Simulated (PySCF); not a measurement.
**C5H5BCl2: electronic excitations**

Aim: predict the electronic excitations of C5H5BCl2 (`ClB(Cl)[C@H]1[C@@H]2C=C[C@@H]21`).

The runs use PySCF 2.14.0, with density-fitted response routines of our own; the level of theory stands in each step. All values are computed, except where a source is named. Atoms are numbered from 0 throughout.

## 1. Starting geometry

13 atoms, charge 0, multiplicity 1; geometry from: GFN2-xTB.

Bonds of the start (Å): Cl0–B1 1.72, B1–Cl2 1.72, B1–C3 1.56, C3–C4 1.53, C4–C5 1.52, C5–C6 1.33, C6–C7 1.52, C7–C3 1.53, C7–C4 1.50, C3–H8 1.09, C4–H9 1.07, C5–H10 1.07, C6–H11 1.07, C7–H12 1.07.

## 2. Ultraviolet spectrum: PBE0/def2-SVPD

Job settings and geometry (Å):

```
{"job": {"kind": "uv", "xc": "PBE0", "basis": "def2-SVPD", "nstates": 8, "ntriplets": 3}, "charge": 0, "multiplicity": 1}
Cl     2.916537     1.641871    -1.266654
B      2.045808     0.417489    -0.428401
Cl     2.928641    -0.856417     0.321484
C      0.488989     0.466661    -0.348631
C     -0.299933    -0.842945    -0.325014
C     -1.774608    -0.486200    -0.345159
C     -1.687879     0.243301     0.764305
C     -0.203257    -0.024671     0.922632
H      0.004409     1.296339    -0.854086
H      0.150354    -1.788944    -0.564159
H     -2.548350    -0.708499    -1.053368
H     -2.359875     0.860986     1.327079
H      0.334778    -0.218484     1.832246
```

Level: TDDFT PBE0/def2-SVPD, vertical, gas phase, core orbitals frozen in the response.

The run is started by

```sh
> OMP_NUM_THREADS=1 python probes_run.py task.json out
```

This one command runs all jobs of the session in turn.

The log of the run:

```text
coarse grid: 12864 points
cycle   1  E = -1137.6310228516  dE =  1.399e+00  |g| = 3.339e-01  |ddm| = 6.633e+00
cycle   2  E = -1137.6252244976  dE =  5.798e-03  |g| = 3.820e-01  |ddm| = 1.373e+00
cycle   3  E = -1137.6627258945  dE = -3.750e-02  |g| = 5.431e-02  |ddm| = 7.217e-01
cycle   4  E = -1137.6633866729  dE = -6.608e-04  |g| = 2.349e-02  |ddm| = 1.740e-01
cycle   5  E = -1137.6635194116  dE = -1.327e-04  |g| = 7.278e-03  |ddm| = 5.699e-02
cycle   6  E = -1137.6635323778  dE = -1.297e-05  |g| = 1.320e-03  |ddm| = 2.214e-02
cycle   7  E = -1137.6635327838  dE = -4.059e-07  |g| = 4.484e-04  |ddm| = 4.018e-03
final grid: 117600 points
cycle   8  E = -1137.7876899220  dE = -3.404e-05  |g| = 6.799e-03  |ddm| = 1.599e-01
cycle   9  E = -1137.7876840579  dE =  5.864e-06  |g| = 8.409e-03  |ddm| = 2.892e-02
cycle  10  E = -1137.7877026925  dE = -1.863e-05  |g| = 6.825e-04  |ddm| = 1.526e-02
cycle  11  E = -1137.7877028020  dE = -1.095e-07  |g| = 2.157e-04  |ddm| = 2.214e-03
cycle  12  E = -1137.7877028118  dE = -9.773e-09  |g| = 9.464e-05  |ddm| = 5.686e-04
cycle  13  E = -1137.7877028138  dE = -2.064e-09  |g| = 3.018e-05  |ddm| = 2.268e-04
cycle  14  E = -1137.7877028141  dE = -2.328e-10  |g| = 6.546e-06  |ddm| = 7.780e-05
converged SCF energy = -1137.7877028141

Static polarisability (au): isotropic 91.853, principal 76.697 86.760 112.101

Singlet excitations
state   eV       nm        f      main configurations
  1   3.9388    314.8   0.00263   H->L 0.99
  2   5.6913    217.8   0.01126   H->L+1 0.84
  3   5.9277    209.2   0.00195   H-2->L 0.76
  4   6.0864    203.7   0.00344   H-3->L 0.82
  5   6.1751    200.8   0.00352   H->L+2 0.94
  6   6.3319    195.8   0.27827   H-1->L 0.85, H-2->L 0.08
  7   6.7125    184.7   0.00605   H-5->L 0.79, H->L+4 0.09
  8   6.8206    181.8   0.09742   H-4->L 0.61, H-6->L 0.26

Triplet excitations (Tamm-Dancoff, eV): 3.0580 4.5832 5.5565
```

Wall time 2.5 min (1 thread of Intel Xeon at 2.50GHz, shared host); peak memory 0.85 GiB.

Frontier orbitals and where they lie:

```tsv
orbital	eV	atoms
HOMO−3	-9.24	Cl0 41 %, C3 14 %, B1 10 %
HOMO−2	-9.04	Cl2 41 %, Cl0 24 %, C3 8 %
HOMO−1	-9.02	C3 26 %, C4 18 %, C7 15 %
HOMO	-6.73	C6 24 %, C5 24 %, C7 15 %
LUMO	-1.64	B1 34 %, Cl0 15 %, Cl2 13 %
LUMO+1	0.12	C6 25 %, C5 25 %, B1 10 %
LUMO+2	0.31	B1 49 %, Cl0 17 %, Cl2 16 %
```

With each of the 8 states as a Gaussian band of 0.4 eV half-width at 1/e, the curve within the window shown has maxima at 194 nm (ε 13,000) L/(mol cm). Beyond the last state computed it falls off for lack of states. The curve at chosen wavelengths:

```tsv
nm	ε (L/mol/cm)
174	2566
182	6925
190	11577
198	11856
206	6667
213	2804
221	953
229	362
237	131
245	39
253	9
261	4
269	7
276	16
284	34
292	59
300	85
308	102
316	106
324	98
332	82
339	65
347	46
355	30
363	19
371	11
```

Further results of this job:

```tsv
property	computed
dipole moment (D)	1.37
polarisability (Å³)	13.61
HOMO–LUMO gap (eV)	5.09
−ε(HOMO) (eV)	6.73
```

## 3. Summary of results

```
                                quantity                        value
         lowest singlet (PBE0/def2-SVPD)  3.94 eV (315 nm), f = 0.003
brightest single state of those computed  state 6, 6.33 eV, f = 0.278
                          lowest triplet                      3.06 eV
```

In words: The lowest singlet, at 3.94 eV, is HOMO→LUMO 0.99 and is weak; of the 8 states computed, the strongest absorption comes from state 6 at 6.33 eV. The lowest triplet lies 0.88 eV below the lowest singlet (triplets in Tamm-Dancoff, singlets in full TDDFT).
